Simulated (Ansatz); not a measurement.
# CH₅AlNO radical: a ladder of functionals and wavefunction methods

The task here is to estimate one member of a computed series from the others.

Program: Ansatz 0.2.0, Gaussian basis. Level of theory: functionals in def2-TZVPP, the program's frozen cores in correlated methods. These are calculated values, not measurements.

Levels to be run: LDA (SPW92), PBE-D4, revPBE-D4, BLYP-D4, r2SCAN-D4, B97M-V, PBE0-D4, B3LYP-D4, r2SCANh-D4, r2SCAN0-D4, HSE06-D4, BHLYP-D4, CAM-B3LYP-D4, LC-ωPBE, ωB97X-V, ωB97M-V, B2PLYP, PBE-QIDH; CCSD(T)/def2-SVP; CCSD(T)/def2-TZVPP; MP2/def2-QZVPP; extrapolation to the limit; RPA on PBE.

### The relaxed structure

The geometry comes from an earlier relaxation with PBE0-D4 in a triple-zeta def2 set; it is a stationary point, not always the lowest conformer.

SMILES `C[O][Al][NH2]`, 9 atoms, charge 0, spin multiplicity 2.

Atoms are counted from 1 here; the program's logs count them from 0.

Bond lengths: C1–O2 1.393 Å, C1–H5 1.096 Å, C1–H6 1.097 Å, C1–H7 1.096 Å, O2–Al3 1.692 Å, Al3–N4 1.770 Å, N4–H8 1.008 Å, N4–H9 1.006 Å. Angles: O2–C1–H5 110.2°, O2–C1–H6 112.7°, O2–C1–H7 110.3°, H5–C1–H6 107.8°, H5–C1–H7 107.8°, H6–C1–H7 107.9°, C1–O2–Al3 138.7°, O2–Al3–N4 116.1°, Al3–N4–H8 124.3°, Al3–N4–H9 124.7°, H8–N4–H9 111.0°.

The first run:

in.yaml reads:

```yaml
crystal:
  periodic: [false, false, false]
  atoms:
    - {symbol: C, position_ang: [0.951791, 1.431975, -0.768092]}
    - {symbol: O, position_ang: [0.148939, 0.385546, -0.319357]}
    - {symbol: Al, position_ang: [0.117632, -0.743240, 0.940242]}
    - {symbol: N, position_ang: [-1.253175, -1.862825, 0.947129]}
    - {symbol: H, position_ang: [1.286788, 1.238623, -1.793062]}
    - {symbol: H, position_ang: [1.842982, 1.579287, -0.145224]}
    - {symbol: H, position_ang: [0.385552, 2.369882, -0.771574]}
    - {symbol: H, position_ang: [-1.991673, -1.860897, 0.260338]}
    - {symbol: H, position_ang: [-1.400437, -2.584551, 1.632499]}
basis:
  gaussian: {orbitals: def2-TZVPP}
magnetization: {spin_polarized: true, initial_magnetization: 1}
hamiltonian: {xc: lda}
output: {orbitals: {seedname: orbitals}}
```

Launch:

```
$ ansatz run in.yaml --threads 4 --pin off --events-out ev --progress --plain --max-ram 10444MiB
```

Steps of the session up to this table: LDA; PBE-D4 (GGA); revPBE-D4 (GGA); BLYP-D4 (GGA); r2SCAN-D4 (meta-GGA); B97M-V (meta-GGA); B3LYP-D4 (hybrid); r2SCANh-D4 (hybrid); r2SCAN0-D4 (hybrid); HSE06-D4 (hybrid); BHLYP-D4 (hybrid); CAM-B3LYP-D4 (range-separated); LC-ωPBE (range-separated); ωB97X-V (range-separated); ωB97M-V (range-separated); B2PLYP (double hybrid); PBE-QIDH (double hybrid).

One of the session's tables, all rows but one given; the rest of the session is left out.

It belongs to the step «Orbital energies across the functionals». 

| functional | HOMO (eV) | LUMO (eV) | gap (eV) |
| --- | --- | --- | --- |
| LDA (SPW92) | -4.56 | -3.31 | 1.25 |
| PBE-D4 | -4.56 | -2.97 | 1.59 |
| revPBE-D4 | -4.54 | -2.83 | 1.72 |
| BLYP-D4 | -4.36 | -3.00 | 1.37 |
| r2SCAN-D4 | -4.85 | -2.54 | 2.31 |
| B97M-V | -4.48 | -3.58 | 0.90 |
| PBE0-D4 | -5.62 | -2.13 | 3.49 |
| B3LYP-D4 | -5.37 | -2.51 | 2.86 |
| r2SCANh-D4 | -5.24 | -2.31 | 2.92 |
| r2SCAN0-D4 | -5.82 | -1.99 | 3.83 |
| HSE06-D4 | -5.22 | -2.50 | 2.72 |
| BHLYP-D4 | -6.49 | -1.49 | 5.00 |
| CAM-B3LYP-D4 | -6.80 | -1.37 | 5.44 |
| LC-ωPBE | -8.15 | 0.04 | 8.20 |
| ωB97X-V | ? | ? | ? |
| ωB97M-V | -7.27 | -0.68 | 6.59 |

Q: Estimate the row for ωB97X-V from the others.

**Answer.** HOMO (eV): -7.69; LUMO (eV): -0.41; gap (eV): 7.29. In the column «HOMO (eV)» it lies between LC-ωPBE (-8.15) and ωB97M-V (-7.27).
